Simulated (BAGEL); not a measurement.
**CuOH (SMILES [Cu]O) at HF/cc-pVTZ (density fitting with qzvpp-jkfit)**

What is the vertical ionisation energy of CuOH at HF/cc-pVTZ (density fitting with qzvpp-jkfit)? 

The results are computed with BAGEL 1.2.2.

6 further runs of the same task are left out: 4 that didn't finish, 2 set aside as unsound or not needed.

### Step 1. The structure to begin with

The species is CuOH (3 atoms), meant as a singlet with charge 0. As SMILES, `[Cu]O`. Geometry: relaxed at PBE0-D4/def2-TZVP.

Bond lengths: Cu1–O2 1.785 Å, O2–H3 0.962 Å. Angles: Cu1–O2–H3 109.0°.

### Step 2. A single-point energy at HF/cc-pVTZ (density fitting with qzvpp-jkfit)

File job.json:

```json
{ "bagel" : [

{
  "title" : "molecule",
  "basis" : "cc-pvtz.json",
  "df_basis" : "qzvpp-jkfit",
  "angstrom" : "true",
  "geometry" : [
    { "atom" : "Cu", "xyz" : [   -1.152790,    0.285260,   -0.596950 ] },
    { "atom" : "O", "xyz" : [    0.412870,    0.307820,    0.260030 ] },
    { "atom" : "H", "xyz" : [    0.739920,   -0.593080,    0.336920 ] }
  ]
},
{
  "title" : "hf"
},
{
  "title" : "print",
  "file" : "orbitals.molden",
  "orbitals" : "true"
}

]}
```

The basis set cc-pVTZ is read from a file made from the Basis Set Exchange's data (not shown).

Run with:

```
$ BAGEL_NUM_THREADS=1 BAGEL job.json > job.out
```

Log:

```text
* using 1 threads per process

  ===============================================================
  ===============================================================

  *** Geometry ***

  { "atom" : "Cu", "xyz" : [     -2.178457,      0.539063,     -1.128072 ] },
  { "atom" : "O", "xyz" : [      0.780211,      0.581695,      0.491385 ] },
  { "atom" : "H", "xyz" : [      1.398246,     -1.120759,      0.636687 ] },

  Number of auxiliary basis functions:      359

  Since a DF basis is specified, we compute 2- and 3-index integrals:
    o Being stored without compression. Storage requirement is 0.036 GB

  Number of basis functions:      112
  Number of electrons      :       38

    * METHOD: MOLECULE                             0.27

  *** RHF ***

  === Nuclear Repulsion ===
    79.8942252565

      * DIIS with orbital gradients will be used.

  === RHF iteration (cc-pvtz.json) ===
      0      -1713.67659247          0.04443753           0.06
      1      -1709.49844963          0.11984933           0.07
      2      -1714.38299501          0.00928817           0.07
      3      -1714.41564734          0.00470574           0.07
      4      -1714.42401501          0.00058037           0.07
      5      -1714.42443754          0.00030130           0.06
      6      -1714.42455014          0.00008977           0.06
      7      -1714.42456694          0.00002745           0.06
      8      -1714.42456874          0.00002290           0.06
      9      -1714.42456940          0.00000853           0.06
     10      -1714.42456978          0.00000528           0.06
     11      -1714.42456990          0.00000295           0.06
     12      -1714.42456993          0.00000115           0.06
     13      -1714.42456994          0.00000051           0.06
     14      -1714.42456994          0.00000019           0.06
     15      -1714.42456994          0.00000014           0.06
     16      -1714.42456994          0.00000007           0.06
     17      -1714.42456994          0.00000003           0.06
     18      -1714.42456994          0.00000001           0.07
     19      -1714.42456994          0.00000001           0.06
    * SCF iteration converged.

    * Permanent dipole moment:
           (    1.783576,     0.466776,     1.025998) a.u.

    * METHOD: HF                                   1.64

    * METHOD: PRINT                                0.06

  ===============================================================
```

It took 2.5 s on 1 thread of AMD EPYC 7R43 (Zen 3), shared host; peak memory 0.11 GiB.

### Step 3. The doublet cation

File input.json:

```json
{ "bagel" : [

{
  "title" : "molecule",
  "basis" : "cc-pvtz.json",
  "df_basis" : "qzvpp-jkfit",
  "angstrom" : "true",
  "geometry" : [
    { "atom" : "Cu", "xyz" : [   -1.152790,    0.285260,   -0.596950 ] },
    { "atom" : "O", "xyz" : [    0.412870,    0.307820,    0.260030 ] },
    { "atom" : "H", "xyz" : [    0.739920,   -0.593080,    0.336920 ] }
  ]
},
{
  "title" : "uhf",
  "charge" : 1,
  "nopen" : 1
},
{
  "title" : "print",
  "file" : "orbitals.molden",
  "orbitals" : "true"
}

]}
```

The basis set cc-pVTZ is read from a file made from the Basis Set Exchange's data (not shown).

Run with:

```
$ BAGEL_NUM_THREADS=1 BAGEL input.json > input.out
```

Log:

```text
* using 1 threads per process

  ===============================================================
  ===============================================================

  *** Geometry ***

  { "atom" : "Cu", "xyz" : [     -2.178457,      0.539063,     -1.128072 ] },
  { "atom" : "O", "xyz" : [      0.780211,      0.581695,      0.491385 ] },
  { "atom" : "H", "xyz" : [      1.398246,     -1.120759,      0.636687 ] },

  Number of auxiliary basis functions:      359

  Since a DF basis is specified, we compute 2- and 3-index integrals:
    o Being stored without compression. Storage requirement is 0.036 GB

  Number of basis functions:      112
  Number of electrons      :       38

    * METHOD: MOLECULE                             0.25

  *** Open-shell HF ***

  === Nuclear Repulsion ===
    79.8942252565

      * DIIS with orbital gradients will be used.

  === UHF iteration (cc-pvtz.json) ===
      0      -1713.58008164          0.07993702           0.12
      1      -1712.02301279          0.16323821           0.13
      2      -1711.29143836          0.17847245           0.13
      3      -1714.14335212          0.00825626           0.14
      4      -1714.15523734          0.00195087           0.14
      5      -1714.15747772          0.00116182           0.13
      6      -1714.15831065          0.00044552           0.12
      7      -1714.15849308          0.00016903           0.13
      8      -1714.15853933          0.00010825           0.13
      9      -1714.15855182          0.00001976           0.14
     10      -1714.15855255          0.00000903           0.16
     11      -1714.15855269          0.00000330           0.13
     12      -1714.15855272          0.00000180           0.14
     13      -1714.15855273          0.00000085           0.14
     14      -1714.15855273          0.00000036           0.14
     15      -1714.15855273          0.00000017           0.14
     16      -1714.15855273          0.00000005           0.14
     17      -1714.15855273          0.00000002           0.14
     18      -1714.15855273          0.00000001           0.14
     19      -1714.15855273          0.00000001           0.15
    * SCF iteration converged.

    * S^2 (UHF) is 0.7590

    * Permanent dipole moment:
           (    0.121235,     0.658451,     0.140415) a.u.

    * METHOD: UHF                                  3.10

    * METHOD: PRINT                                0.06

  ===============================================================
```

Run time: 3.9 s. Hardware: 1 thread of AMD EPYC 7R43 (Zen 3), shared host; peak memory 0.11 GiB.

### Step 4. Outcome

At HF/cc-pVTZ (density fitting with qzvpp-jkfit):

| quantity | value |
| --- | --- |
| singlet CuOH: total energy | -1714.42457 Eh |
| singlet CuOH: dipole moment | 5.36 D |
| singlet CuOH: HOMO energy | -10.26 eV |
| singlet CuOH: LUMO energy | 0.03 eV |
| singlet CuOH: HOMO–LUMO gap | 10.29 eV |
| doublet cation: total energy | -1714.15855 Eh |
| doublet cation: ⟨S²⟩ | 0.759 |
| vertical ionisation energy (to the doublet cation) | 7.239 eV |

**Reading.** Removing an electron at fixed nuclei costs 7.24 eV (698 kJ/mol). −ε(HOMO) before ionisation, 10.26 eV, is 3.02 eV above this ionisation energy.
